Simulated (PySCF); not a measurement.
**YbF3(H2O): other functionals and bases at one geometry**

Aim: see how levels, charges and forces of YbF3(H2O) depend on the level of theory. The structure is generated, not taken from experiment.

Computed with PySCF 2.14.0. Level: several levels, as the steps say, no spin–orbit coupling.

1 further run of the same task is left out (for a known fault of the program).

## 1. The starting structure

7 atoms, charge 0, spin multiplicity 1.

Bond lengths: Yb1–F2 1.986 Å, Yb1–F3 1.982 Å, Yb1–F4 1.986 Å, Yb1–O5 2.338 Å, O5–H6 0.966 Å, O5–H7 0.966 Å. Angles: F2–Yb1–F3 115.9°, F2–Yb1–F4 119.3°, F2–Yb1–O5 99.0°, F3–Yb1–F4 115.9°, F3–Yb1–O5 102.2°, F4–Yb1–O5 99.0°, Yb1–O5–H6 126.3°, Yb1–O5–H7 126.3°, H6–O5–H7 107.4°.

As a file:

| atom | x (Å) | y (Å) | z (Å) |
| --- | --- | --- | --- |
| Yb1 | 0.0764 | -0.0790 | 0.0790 |
| F2 | 1.0378 | 1.3365 | 1.0866 |
| F3 | -1.2793 | -1.1013 | 1.1013 |
| F4 | 1.0378 | -1.0866 | -1.3365 |
| O5 | -1.2530 | 1.2810 | -1.2810 |
| H6 | -1.5916 | 2.1569 | -1.0563 |
| H7 | -1.5916 | 1.0563 | -2.1569 |

Formal oxidation states: Yb +3. Each metal's 13 4f electrons lie in its core potential, so multiplicities, spins and levels count the valence alone. An earlier session relaxed this geometry at PBE0, Yb lcecp-1-SVP with ECP59, F def2-SVP, O def2-SVP, H def2-SVP (singlet, point group Cs).

At PBE0 on the finer grid: E = -414.996942 Eh, HOMO -9.65 eV, LUMO -1.12 eV, Mulliken charge on Yb1 +1.17 e, largest force component 0.022 eV/Å. 

Levels to run: revPBE; BP86; PBE0, TZVP. Hardware: 2 threads of Arm Neoverse V1, shared host.

## 2. revPBE

run.py (the lines that set the calculation) reads:

```python
mol = gto.M(atom='''
Yb     0.07635    -0.07902     0.07902
F      1.03779     1.33649     1.08662
F     -1.27933    -1.10128     1.10128
F      1.03779    -1.08662    -1.33649
O     -1.25296     1.28101    -1.28101
H     -1.59163     2.15686    -1.05627
H     -1.59163     1.05627    -2.15686''',
    basis={'Yb': 'lcecp-1-SVP', 'F': 'def2-SVP', 'O': 'def2-SVP', 'H': 'def2-SVP'},
    ecp={'Yb': 'lcecp-1-SVP'},
    charge=0, spin=0)
mf = dft.RKS(mol, xc='PBE_R,PBE')
mf.grids.atom_grid = (75, 302)  # f atoms: unpruned, at least (60, 302)
mf = mf.density_fit()  # fitting sets: Yb AutoAux, F def2-universal-JKFIT, O def2-universal-JKFIT, H def2-universal-JKFIT
mf.conv_tol = 1e-08; mf.max_cycle = 55
mf.kernel(dm0)  # dm0: the density of the relaxed state
```

On the command line:

```bash
$ OMP_NUM_THREADS=2 python run.py
```

## 3. BP86

run.py (the lines that set the calculation), as its differences from that of step 2:

```diff
@@ -11,3 +11,3 @@
     charge=0, spin=0)
-mf = dft.RKS(mol, xc='PBE_R,PBE')
+mf = dft.RKS(mol, xc='B88,P86')
 mf.grids.atom_grid = (75, 302)  # f atoms: unpruned, at least (60, 302)
```

## 4. PBE0, TZVP

Basis: Yb lcecp-1-TZVP with ECP59, F def2-TZVP, O def2-TZVP, H def2-TZVP. 

run.py (the lines that set the calculation) reads:

```python
mol = gto.M(atom='''
Yb     0.07635    -0.07902     0.07902
F      1.03779     1.33649     1.08662
F     -1.27933    -1.10128     1.10128
F      1.03779    -1.08662    -1.33649
O     -1.25296     1.28101    -1.28101
H     -1.59163     2.15686    -1.05627
H     -1.59163     1.05627    -2.15686''',
    basis={'Yb': 'lcecp-1-TZVP', 'F': 'def2-TZVP', 'O': 'def2-TZVP', 'H': 'def2-TZVP'},
    ecp={'Yb': 'lcecp-1-TZVP'},
    charge=0, spin=0)
mf = dft.RKS(mol, xc='PBE0')
mf.grids.atom_grid = (75, 302)  # f atoms: unpruned, at least (60, 302)
mf = mf.density_fit()  # fitting sets: Yb AutoAux, F def2-universal-JKFIT, O def2-universal-JKFIT, H def2-universal-JKFIT
mf.conv_tol = 1e-08; mf.max_cycle = 55
mf.kernel(dm0)  # dm0: free metal ions and neutral atoms
```

Q: Predict the outcome of this session. Wanted: for each run, HOMO; gap; charge on Yb1; dipole; largest force.

**Answer**, as computed:

| level | state | HOMO (eV) | gap (eV) | charge on Yb1 (e) | dipole (D) | largest force (eV/Å) | basis functions | time |
| --- | --- | --- | --- | --- | --- | --- | --- | --- |
| PBE0 (relaxed here) | singlet | -9.65 | 8.53 | 1.17 | 6.64 | 0.02 | 99 | 13 s |
| revPBE | singlet | -7.58 | 5.71 | 0.96 | 6.45 | 0.45 | 99 | 5.2 s |
| BP86 | singlet | -7.75 | 5.94 | 0.95 | 6.48 | 0.51 | 99 | 5.5 s |
| PBE0, TZVP | singlet | -9.84 | 8.43 | 1.64 | 6.65 | 0.22 | 183 | 14 s |

Times are on 2 threads of Arm Neoverse V1, shared host; the first row also made further properties.

In one basis the HOMO–LUMO gap runs from 5.71 eV (revPBE) to 8.53 eV (PBE0). The largest leftover force, 0.51 eV/Å with BP86, stands at a geometry relaxed at another level. The Mulliken charge on Yb spans +0.95 to +1.64 e over the levels. With 4f in the core, its levels are missing from HOMO and gap. Total energies of different levels can't be compared. Spin–orbit coupling is left out throughout.
